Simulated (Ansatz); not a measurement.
Here is an Ansatz 0.2.0 calculation.

input.yaml

```yaml
crystal:
  lattice:
    - [2.25911, 0.0, 0.0]
    - [0.0, 2.25911, 0.0]
    - [0.0, 0.0, 23.8]
  atoms:
    - { symbol: Ni, position: [0.5, 0.5, 0.29412], spin: 1.0 }
  periodic: [true, true, false]
kpoints:
  mp_grid: { grid: [12, 12, 1] }
scf:
  occupations: { method: fermi_dirac, width: 0.05 }
hamiltonian:
  xc: pbe
  pseudopotentials: { kind: all_electron, lapw: { basis_error: 0.002 } }
magnetization:
  spin_polarized: true
output:
  forces: true
  stress: true
  eigenvalues: true
```

Potentials or basis: all-electron LAPW, scalar-relativistic.

The run is started by

```sh
$ ansatz run input.yaml --threads 2 --pin off --max-ram 8192MiB --backend cpu --events-out ev --progress --plain --runs-dir out
```

(1) What does it give for the work function?

(2) What does it give for the site moments?

(3) What does it give for the net moment?

Results:

(1) 5.25 eV.

(2) Ni +0.92 μB.

(3) 0.88 μB per cell.
